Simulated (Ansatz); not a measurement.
# C₂H₆AlB: a ladder of functionals and wavefunction methods

An exercise on one series of results from a longer session: the logs are not shown, and one member is left open.

The runs use Ansatz 0.2.0, Gaussian basis; functionals in def2-TZVPP, the program's frozen cores in correlated methods.

Levels to be run: LDA (SPW92), PBE-D4, revPBE-D4, BLYP-D4, r2SCAN-D4, B97M-V, PBE0-D4, B3LYP-D4, r2SCANh-D4, r2SCAN0-D4, HSE06-D4, BHLYP-D4, CAM-B3LYP-D4, LC-ωPBE, ωB97X-V, ωB97M-V, B2PLYP, PBE-QIDH; CCSD(T)/def2-SVP; CCSD(T)/def2-TZVPP; MP2/def2-QZVPP; extrapolation to the limit; RPA on PBE.

### The geometry

The geometry comes from an earlier relaxation with PBE0-D4 in a triple-zeta def2 set; it is a stationary point, not always the lowest conformer.

SMILES `[AlH2][B]1CC1`, 10 atoms, charge 0, spin multiplicity 1.

Atoms are counted from 1 here; the program's logs count them from 0.

Bond lengths: Al1–B2 2.071 Å, Al1–H5 1.592 Å, Al1–H6 1.592 Å, B2–C3 1.550 Å, B2–C4 1.550 Å, C3–C4 1.505 Å, C3–H7 1.086 Å, C3–H8 1.086 Å, C4–H9 1.086 Å, C4–H10 1.086 Å. Angles: B2–Al1–H5 120.6°, B2–Al1–H6 120.6°, H5–Al1–H6 118.9°, Al1–B2–C3 150.9°, Al1–B2–C4 151.0°, C3–B2–C4 58.1°, B2–C3–C4 61.0°, B2–C3–H7 118.3°, B2–C3–H8 118.3°, C4–C3–H7 118.6°, C4–C3–H8 118.6°, H7–C3–H8 112.8°, B2–C4–C3 61.0°, B2–C4–H9 118.3°, B2–C4–H10 118.4°, C3–C4–H9 118.6°, C3–C4–H10 118.6°, H9–C4–H10 112.8°.

The first run:

The input, in.yaml:

```yaml
crystal:
  periodic: [false, false, false]
  atoms:
    - {symbol: Al, position_ang: [-1.502591, 1.226074, -1.064837]}
    - {symbol: B, position_ang: [-0.093828, 0.078186, -0.071671]}
    - {symbol: C, position_ang: [0.536165, -1.295574, 0.272085]}
    - {symbol: C, position_ang: [1.119560, -0.050299, 0.884074]}
    - {symbol: H, position_ang: [-1.199935, 1.799898, -2.518134]}
    - {symbol: H, position_ang: [-2.906153, 1.549236, -0.387690]}
    - {symbol: H, position_ang: [-0.024095, -1.974898, 0.908376]}
    - {symbol: H, position_ang: [1.102014, -1.811001, -0.498869]}
    - {symbol: H, position_ang: [2.088789, 0.295747, 0.536098]}
    - {symbol: H, position_ang: [0.963173, 0.131431, 1.943668]}
basis:
  gaussian: {orbitals: def2-TZVPP}
hamiltonian: {xc: lda}
output: {orbitals: {seedname: orbitals}}
```

Run with:

```sh
$ ansatz run in.yaml --threads 2 --pin off --events-out ev --progress --plain --max-ram 4352MiB
```

Among the steps run: LDA; PBE-D4 (GGA); revPBE-D4 (GGA); BLYP-D4 (GGA); r2SCAN-D4 (meta-GGA); B97M-V (meta-GGA); B3LYP-D4 (hybrid); r2SCANh-D4 (hybrid); r2SCAN0-D4 (hybrid); HSE06-D4 (hybrid); BHLYP-D4 (hybrid); CAM-B3LYP-D4 (range-separated); LC-ωPBE (range-separated); ωB97X-V (range-separated); ωB97M-V (range-separated); B2PLYP (double hybrid); PBE-QIDH (double hybrid).

One of the session's tables, all rows but one given; the rest of the session is left out.

It belongs to the step «Frontier levels by functional». 

```
  functional  HOMO (eV)  LUMO (eV)  gap (eV)
 LDA (SPW92)      -6.22      -2.94      3.29
      PBE-D4      -6.09      -2.71      3.38
   revPBE-D4      -6.03      -2.61      3.42
     BLYP-D4      -5.94      -2.51      3.44
   r2SCAN-D4      -6.29      -2.41      3.88
      B97M-V          ?          ?         ?
     PBE0-D4      -7.25      -1.73      5.52
    B3LYP-D4      -7.04      -1.90      5.15
  r2SCANh-D4      -6.73      -2.07      4.66
  r2SCAN0-D4      -7.39      -1.57      5.82
    HSE06-D4      -6.85      -2.12      4.74
    BHLYP-D4      -8.32      -0.74      7.58
CAM-B3LYP-D4      -8.60      -0.58      8.02
     LC-ωPBE      -9.97       0.49     10.46
     ωB97X-V      -9.59       0.38      9.98
     ωB97M-V      -9.44       0.10      9.54
```

**Question.** Estimate the row for B97M-V.

**Answer.** HOMO (eV): -6.41; LUMO (eV): -2.45; gap (eV): 3.96. In the column «HOMO (eV)» it lies between r2SCANh-D4 (-6.73) and r2SCAN-D4 (-6.29).
